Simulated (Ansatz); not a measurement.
# F₃H₂HfN: inputs that go wrong

5 inputs were typed for F₃H₂HfN. Each is run as it stands; the log then has to tell whether the result can be used.

Method: the settings change from run to run; program: Ansatz 0.2.0, Gaussian basis.

## Step 1: The relaxed structure

The geometry comes from an earlier relaxation with PBE0-D4 in a triple-zeta def2 set; it is a stationary point, not always the lowest conformer. Hf takes a core potential in def2 sets; no spin-orbit term is included.

7 atoms, charge 0, spin multiplicity 1.

Atoms are counted from 1 here; the program's logs count them from 0.

Bond lengths: N1–Hf2 2.017 Å, N1–H6 1.011 Å, N1–H7 1.011 Å, Hf2–F3 1.908 Å, Hf2–F4 1.905 Å, Hf2–F5 1.910 Å. Angles: Hf2–N1–H6 125.1°, Hf2–N1–H7 126.2°, H6–N1–H7 108.7°, N1–Hf2–F3 108.8°, N1–Hf2–F4 107.2°, N1–Hf2–F5 109.7°, F3–Hf2–F4 113.2°, F3–Hf2–F5 107.1°, F4–Hf2–F5 110.9°.

## Step 2: Attempt 1

in.yaml

```yaml
crystal:
  periodic: [false, false, false]
  atoms:
    - {symbol: N, position_ang: [-0.669195, 0.793544, 0.687040]}
    - {symbol: Hf, position_ang: [0.404163, -0.504853, -0.422624]}
    - {symbol: F, position_ang: [1.623764, -1.427947, 0.718092]}
    - {symbol: F, position_ang: [-0.834951, -1.663405, -1.289657]}
    - {symbol: F, position_ang: [1.449552, 0.453215, -1.702566]}
    - {symbol: H, position_ang: [-1.672311, 0.908624, 0.639455]}
    - {symbol: H, position_ang: [-0.301022, 1.440821, 1.370260]}
basis:
  gaussian: {orbitals: def2-SVP, fitting: {mean_field: cc-pVTZ-jkfit}}
total_charge: -1
magnetization: {spin_polarized: true, initial_magnetization: 1}
hamiltonian: {xc: {name: B2GP-PLYP}}
scf: {lower_state_search: light}
output: {forces: true}
```

Started as:

```
$ ansatz run in.yaml --threads 4 --pin off --events-out ev --progress --plain --max-ram 10444MiB
```

What it wrote:

```text
Functional definition: B2GP-PLYP
  name "B2GP-PLYP"
  cite "Karton, Tarnopolsky, Lamère, Schatz & Martin, J. Phys. Chem. A 112, 12868 (2008) doi:10.1021/jp801805p"
  cite "Becke, Phys. Rev. A 38, 3098 (1988) doi:10.1103/PhysRevA.38.3098"
  cite "Lee, Yang & Parr, Phys. Rev. B 37, 785 (1988) doi:10.1103/PhysRevB.37.785"
  parameter a = 0.65
  parameter c = 0.36
  exchange = (1 - a)*b88_x + a*exact_x
  correlation = (1 - c)*lyp_c + c*(mp2_os + mp2_ss)
Error: <dir> the basis set cc-pVTZ-JKFIT has no functions for Hf
```

Wall time 0.1 s (4 threads of Arm Neoverse V1, shared host).

Diagnosis: Refused before any calculation. The fitting set named has no entry for an element of this molecule. Cure: leave the fitting key out, or name a set that covers all elements and suits the basis. The input also asks for charge -1 and multiplicity 2, not those of the species named; set them back first.

## Step 3: Attempt 2

in.yaml

```yaml
crystal:
  periodic: [false, false, false]
  atoms:
    - {symbol: N, position_ang: [-0.695613, 0.791772, 0.687207]}
    - {symbol: Hf, position_ang: [0.415743, -0.544610, -0.444950]}
    - {symbol: F, position_ang: [1.646367, -1.471843, 0.709591]}
    - {symbol: F, position_ang: [-0.852981, -1.710865, -1.279377]}
    - {symbol: F, position_ang: [1.461934, 0.450199, -1.707970]}
    - {symbol: H, position_ang: [-1.639561, 0.880227, 0.616074]}
    - {symbol: H, position_ang: [-0.322501, 1.405082, 1.355940]}
basis:
  gaussian: {orbitals: def2-mTZVPP, fitting: {mean_field: cc-pVTZ-jkfit}}
magnetization: {spin_polarized: true, initial_magnetization: 0}
hamiltonian: {xc: {name: BHLYP}, dispersion: d3bj}
accuracy: high
output: {forces: true}
```

The command is unchanged.

What it wrote:

```text
Functional definition: BHLYP
  name "BHLYP"
  cite "Becke, J. Chem. Phys. 98, 1372 (1993) doi:10.1063/1.464304"
  cite "Becke, Phys. Rev. A 38, 3098 (1988) doi:10.1103/PhysRevA.38.3098"
  cite "Lee, Yang & Parr, Phys. Rev. B 37, 785 (1988) doi:10.1103/PhysRevB.37.785"
  parameter a = 0.5
  exchange = (1 - a)*b88_x + a*exact_x
  correlation = lyp_c
Error: <dir> the basis set cc-pVTZ-JKFIT has no functions for Hf
```

It took 0.1 s on 4 threads of Arm Neoverse V1, shared host.

What is wrong: Refused before any calculation. The fitting set named has no entry for an element of this molecule. Cure: leave the fitting key out, or name a set that covers all elements and suits the basis. Its coordinates are also moved off the relaxed structure.

## Step 4: Attempt 3

in.yaml

```yaml
crystal:
  periodic: [false, false, false]
  atoms:
    - {symbol: N, position_ang: [-0.669195, 0.793544, 0.687040]}
    - {symbol: Hf, position_ang: [0.404163, -0.504853, -0.422624]}
    - {symbol: F, position_ang: [1.623764, -1.427947, 0.718092]}
    - {symbol: F, position_ang: [-0.834951, -1.663405, -1.289657]}
    - {symbol: F, position_ang: [1.449552, 0.453215, -1.702566]}
    - {symbol: H, position_ang: [-0.001022, 1.740821, 1.420260]}
    - {symbol: H, position_ang: [-0.301022, 1.440821, 1.370260]}
basis:
  gaussian: {orbitals: def2-TZVP}
hamiltonian: {xc: {name: BLYP}, dispersion: d3bjatm}
accuracy: high
scf: {lower_state_search: off}
```

Same command.

What it wrote, shortened:

```text
Functional definition: BLYP
  name "BLYP"
  cite "Becke, Phys. Rev. A 38, 3098 (1988) doi:10.1103/PhysRevA.38.3098"
  cite "Lee, Yang & Parr, Phys. Rev. B 37, 785 (1988) doi:10.1103/PhysRevB.37.785"
[...]
2996 factors; integrals over basis functions are off by at most 1.1e-6 eV
[...]
mean field -10980.66441005 eV, -403.5319741076 hartree, gradient 3.5e-8 eV, S^2 0.000000; 0 other end points of the search recorded, 0 dependent functions left out
reference -10980.66447024 eV, -403.5319763196 hartree; 24, 24 occupied and 152, 152 virtual orbitals, 2996 factors
Total energy: -10980.89543084 eV, -403.5404639651 hartree
Checks for a lower state left out: stability, starts, cluster_reference, orbital_swaps, neighbouring_geometries, increment
```

Wall time 4 s (4 threads of Arm Neoverse V1, shared host); peak memory 0.53 GiB.

What is wrong: It ended without an error, which proves nothing about the input. One atom was put on top of another. The shortest distance is 0.43 Å (H6–H7), against 1.01 Å in the relaxed molecule. Its energy is no property of the relaxed molecule. Fix: restore the atom's position.

## Step 5: Attempt 4

in.yaml

```yaml
crystal:
  periodic: [false, false, false]
  atoms:
    - {symbol: N, position_ang: [-0.669195, 0.793544, 0.687040]}
    - {symbol: Hf, position_ang: [0.404163, -0.504853, -0.422624]}
    - {symbol: F, position_ang: [1.623764, -1.427947, 0.718092]}
    - {symbol: F, position_ang: [-0.834951, -1.663405, -1.289657]}
    - {symbol: F, position_ang: [1.449552, 0.453215, -1.702566]}
    - {symbol: H, position_ang: [-1.672311, 0.908624, 0.639455]}
    - {symbol: H, position_ang: [-0.301022, 1.440821, 1.370260]}
basis:
  gaussian: {orbitals: def2-TZVP}
total_charge: -1
magnetization: {spin_polarized: true, initial_magnetization: 1}
hamiltonian: {xc: {name: B2PLYP}, dispersion: d2}
```

Launched as before.

What it wrote:

```text
Error: YAML parse error: error: line 15 column 47: hamiltonian.dispersion: `d2` is not `none`, `rvv10`, `d3bj`, `d3bjatm`, `d4` or a map `{method: …, s8: …, a1: …, a2_bohr: …}` (numbers without units, a2 in bohr) or `{method: …, functional: …}`
  --> <input>:15:47
   |
13 | total_charge: -1
14 | magnetization: {spin_polarized: true, initial_magnetization: 1}
15 | hamiltonian: {xc: {name: B2PLYP}, dispersion: d2}
   |                                               ^ hamiltonian.dispersion: `d2` is not `none`, `rvv10`, `d3bj`, `d3bjatm`, `d4` or a map `{method: …, s8: …, a1: …, a2_bohr: …}` (numbers without units, a2 in bohr) or `{method: …, functional: …}`
```

Wall time 0.05 s (4 threads of Arm Neoverse V1, shared host).

What is wrong: The program refused the input. d2 isn't among the dispersion terms that the program offers. It also asks for charge -1 and multiplicity 2, another species or state than the molecule above. Cure: name d3bj, d3bjatm, d4 or rvv10, or leave the key out, and set charge and spin to those of the species named.

## Step 6: Attempt 5

in.yaml

```yaml
crystal:
  periodic: [false, false, false]
  atoms:
    - {symbol: N, position_ang: [-0.652919, 0.824153, 0.726811]}
    - {symbol: Hf, position_ang: [0.432862, -0.480024, -0.474534]}
    - {symbol: F, position_ang: [1.668107, -1.456169, 0.674776]}
    - {symbol: F, position_ang: [-0.854697, -1.663062, -1.309633]}
    - {symbol: F, position_ang: [1.469874, 0.471354, -1.639210]}
    - {symbol: H, position_ang: [-1.671114, 0.926531, 0.681021]}
    - {symbol: H, position_ang: [-0.373766, 1.459529, 1.433739]}
basis:
  gaussian: {orbitals: def2-SVPD}
total_charge: 2
hamiltonian: {xc: {name: HSE06}}
```

Same command.

What it wrote, shortened:

```text
Functional definition: HSE06
  name "HSE06"
  cite "Heyd, Scuseria & Ernzerhof, J. Chem. Phys. 118, 8207 (2003) doi:10.1063/1.1564060"
  cite "Krukau, Vydrov, Izmaylov & Scuseria, J. Chem. Phys. 125, 224106 (2006) doi:10.1063/1.2404663"
  cite "Heyd & Scuseria, J. Chem. Phys. 120, 7274 (2004) doi:10.1063/1.1668634"
  cite "Ernzerhof & Perdew, J. Chem. Phys. 109, 3313 (1998) doi:10.1063/1.476928"
  cite "Perdew, Burke & Ernzerhof, Phys. Rev. Lett. 77, 3865 (1996) doi:10.1103/PhysRevLett.77.3865"
  parent pbe
[...]
  # The whole range is PBE's own exchange, as in plane waves. The composition of these papers is wPBEh.
[...]
1204 factors; their error is unknown
132 factors; integrals over basis functions are off by at most 3.9e-7 eV
[...]
mean field -10940.06193260 eV, -402.0398605826 hartree, gradient 1.4e-6 eV, S^2 0.000000; 10 other end points of the search recorded, 0 dependent functions left out
reference -10940.06199118 eV, -402.0398627354 hartree; 23, 23 occupied and 117, 117 virtual orbitals, 1204 factors
Total energy: -10940.06199118 eV, -402.0398627354 hartree
```

It took 15 s on 4 threads of Arm Neoverse V1, shared host; peak memory 0.42 GiB.

Diagnosis: The run converged, but a converged run isn't a right one. The charge is far from anything that the molecule holds. Its coordinates are also moved off the relaxed structure. It asks for charge +2; the species has 0. Its energy belongs to another ion. To mend it, type the charge that the molecule really has.

## Step 7: How the tries ended

```
attempt               level      ended                                                               cause    time
      1  B2GP-PLYP/def2-SVP    refused  the fitting set named has no entry for an element of this molecule   0.1 s
      2   BHLYP/def2-mTZVPP    refused  the fitting set named has no entry for an element of this molecule   0.1 s
      3      BLYP/def2-TZVP  converged                                  one atom was put on top of another     4 s
      4    B2PLYP/def2-TZVP    refused         d2 isn't among the dispersion terms that the program offers  0.05 s
      5     HSE06/def2-SVPD  converged             the charge is far from anything that the molecule holds    15 s
```

**Reading.** 3 refused, 2 converged. A refusal costs next to no computing time. The dangerous case is the input that converges on a wrong geometry, charge, spin, basis or grid: often only a look at the input shows it.
